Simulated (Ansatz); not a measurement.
Run this with Ansatz 0.2.0 through its Python package and show what comes out.

The script, `ch2clf2si.py`:
```python
"""CH2ClF2Si at several levels of theory."""

from pathlib import Path

import ansatz as az
import numpy as np

GEOMETRY = """
C     0.37740    0.18830    1.02970
Si   -0.29820   -0.23640   -0.59720
F    -0.06220   -1.78630   -0.86310
F    -1.77910    0.11110   -0.69450
Cl    0.77990    0.90410   -1.91490
H     1.16110   -0.29340    1.43780
H    -0.11750    1.04470    1.55640
"""

geometry = az.Crystal.molecule()
for line in GEOMETRY.strip().splitlines():
    symbol, *xyz = line.split()
    geometry = geometry.atom(symbol, [float(v) for v in xyz])

base = (
    geometry.calculation()
    .basis(gaussian="def2-SVP")
    .spin("collinear", total=1)
)

print("functional    E (Ha)        dipole (D)   HOMO (eV)  LUMO (eV)")
for name in ["pbe", "hse06", "cam_b3lyp", "r2scan"]:
    r = base.functional(name).forces().orbitals().run(threads=1, runs_dir="runs").report
    lines = Path(r["orbitals_path"]).read_text().splitlines()
    field_of = lambda key: [line.split("=")[1].strip() for line in lines if line.startswith(key)]
    orbitals = [(27.211386 * float(e), s, float(n)) for e, s, n in zip(field_of("Ene="), field_of("Spin="), field_of("Occup="))]
    homo = max(e for e, _, n in orbitals if n > 0.5)
    lumo = min(e for e, _, n in orbitals if n < 0.5)
    dipole = 4.803205 * np.linalg.norm(r["charge_distribution"]["dipole_moment_e_ang"])
    print(f"{name:10s} {r['free_energy_ev'] / 27.211386246:14.6f} {dipole:9.3f} {homo:11.3f} {lumo:10.3f}")
```

```console
$ python ch2clf2si.py
functional    E (Ha)        dipole (D)   HOMO (eV)  LUMO (eV)
pbe           -987.786809     1.432      -6.119     -3.932
hse06         -987.841248     1.600      -7.249     -3.158
cam_b3lyp     -988.324718     1.584      -8.927     -1.633
r2scan        -988.219512     1.545      -6.703     -3.381
```

Notes:
- Total energies depend on the basis set; only differences at equal settings carry meaning.
- The geometry is a force-field or estimated start, not a minimum of this method, and the basis set is short of its limit. A lower total doesn't mark the better method: functionals have no common bound, and MP2 and coupled cluster aren't variational.
- The species is open-shell (spin multiplicity 2).
- Levels such as HOMO and LUMO are orbital energies: with these approximate functionals they aren't the ionisation energy and electron affinity, and their gap isn't the fundamental gap.
- hse06 follows the composition of plane-wave codes, whose totals differ by tens of mHa, up to about 0.1 Ha, from the form usual in Gaussian-basis programs (wpbeh).
- Hardware and time: 27 s on 1 thread of Arm Neoverse V1 (shared host), peak memory 0.35 GiB.

(Lines on the test bed's own set-up are left out of the output.)
